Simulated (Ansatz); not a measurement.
Predict the output of the script below (Ansatz 0.2.0, Python API).

`c2h2ozn_energy.py`:
```python
from dataclasses import dataclass
from pathlib import Path

import ansatz as az


@dataclass
class RunConfig:
    basis_set: str = 'cc-pVDZ'
    level: str = 'ccsd_t'


settings = RunConfig()

geometry_ang = [
    ('C', (-0.3496, 0.3449, -0.5246)),
    ('C', (0.2491, 0.1696, 0.5944)),
    ('Zn', (0.6291, -1.6852, 0.347)),
    ('O', (-0.1345, -0.9255, -0.9039)),
    ('H', (-0.8765, 1.2388, -1.0075)),
    ('H', (0.5244, 0.7933, 1.4484)),
]
molecule = az.Crystal.molecule()
for symbol, xyz in geometry_ang:
    molecule = molecule.atom(symbol, xyz)

model = (
    molecule.calculation()
    .basis(gaussian=settings.basis_set)
    .correlation(settings.level, electrons='all')
    .orbitals()
)
outcome = model.run(threads=1, pin='off', runs_dir='runs')
r = outcome.report

print(f'E = {r["free_energy_ev"]:.6f} eV = {r["free_energy_ev"] / 27.211386246:.7f} Ha')
print('converged:', r['converged'], ' doubts:', r['published_state_doubts'] or 'none')

parts = r['correlation']
for name in ('random_phase', 'coupled_cluster', 'perturbative'):
    if name in parts:
        print(f'{name:16s} {parts[name]["energy"]["hartree"]:12.7f} Ha')
if 'second_order' in parts:
    pair = parts['second_order']
    print(f'MP2 same spin {pair["same_spin"]["hartree"]:.7f} Ha, opposite spin {pair["opposite_spin"]["hartree"]:.7f} Ha')

state = r['mean_field']['state']
print(f'mean field: {state["energy"]["hartree"]:.7f} Ha, <S^2> = {abs(state["spin_squared"]):.4f}, stability: {state.get("stability", {}).get("kind")}')

lines = Path(r['orbitals_path']).read_text().splitlines()
field_of = lambda key: [line.split('=')[1].strip() for line in lines if line.startswith(key)]
orbitals = [(27.211386 * float(e), s, float(n)) for e, s, n in zip(field_of('Ene='), field_of('Spin='), field_of('Occup='))]
homo = max(e for e, _, n in orbitals if n > 0.5)
lumo = min(e for e, _, n in orbitals if n < 0.5)
print(f'HOMO {homo:.3f} eV, LUMO {lumo:.3f} eV, gap {lumo - homo:.3f} eV')
```

`python c2h2ozn_energy.py` gives:
```text
E = -52530.843426 eV = -1930.4728892 Ha
converged: True  doubts: none
coupled_cluster    -1.0596164 Ha
perturbative       -0.0348732 Ha
MP2 same spin -0.3642919 Ha, opposite spin -0.7596348 Ha
mean field: -1929.3783996 Ha, <S^2> = 0.0000, stability: minimum
HOMO -7.816 eV, LUMO -0.223 eV, gap 7.593 eV
```

Notes:
- The settings weren't tested for convergence.
- The geometry is a force-field or estimated start, not a minimum of this method, and the basis set is short of its limit.
- Levels such as HOMO and LUMO are orbital energies: in Hartree-Fock the gap is too wide and the LUMO hangs on the basis.
- S² is that of the Hartree-Fock reference.
- Timing: 61 s on 1 thread of Arm Neoverse V2 (shared host), peak memory 0.65 GiB.

(Lines on the test bed's own set-up are left out of the output.)
